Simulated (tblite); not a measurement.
# Ge20H12: the cost of one run

Programs: tblite 0.8.0 and PySCF 2.14.0, with routines of our own; each step states its level. All values are computed. Atoms count from 0.

## 1. The starting structure

32 atoms, charge 0, multiplicity 1; geometry from: force field, distance geometry or constructed start.

## 2. Optimising the geometry with GFN2-xTB

What the job is given:

```
{"job": {"kind": "relax", "xc": "GFN2-xTB", "basis": "xTB"}, "charge": 0, "multiplicity": 1}
Ge     2.016200     1.159400    -0.341600
Ge    -0.003200     2.325100     0.333100
Ge    -2.006100     1.158900    -0.339000
Ge    -2.012000    -1.156800     0.333800
Ge    -0.001000    -2.323700    -0.336600
Ge     2.008000    -1.161700     0.337400
Ge    -4.022600    -2.320800    -0.343300
Ge    -4.019300    -4.642300     0.341500
Ge    -2.008600    -5.808300    -0.340400
Ge    -0.002800    -4.645800     0.341600
Ge     4.020600     4.643800    -0.342100
Ge     2.008800     5.804200     0.340000
Ge    -0.003400     4.645700    -0.335000
Ge     4.024900     2.321900     0.337300
Ge     4.020500    -2.317400    -0.339800
Ge     2.009400    -5.805600    -0.333700
Ge     4.023100    -4.643100     0.340900
Ge    -2.012400     5.802800     0.339000
Ge    -4.023300     4.646800    -0.337500
Ge    -4.019900     2.323400     0.342700
H     -5.296600    -1.584500     0.091400
H     -5.295200    -5.377700    -0.090100
H     -2.007900    -7.270000     0.096500
H      5.290100     5.374900     0.088400
H      2.011800     7.277200    -0.089000
H      5.288200     1.587400    -0.087400
H      5.295000    -1.586000     0.089200
H      2.010700    -7.274000     0.091100
H      5.294900    -5.378800    -0.091900
H     -2.010200     7.275000    -0.086500
H     -5.290700     5.379800     0.088800
H     -5.296200     1.589600    -0.089700
```

Started as:

```console
$ OMP_NUM_THREADS=2 python large_run.py task.json out
```

This one command runs all jobs of the session in turn.

Q: Estimate the wall time and peak memory of this first job on 2 threads of Arm Neoverse N1, shared host.

About 5.1 s, with a peak of 0.17 GiB.
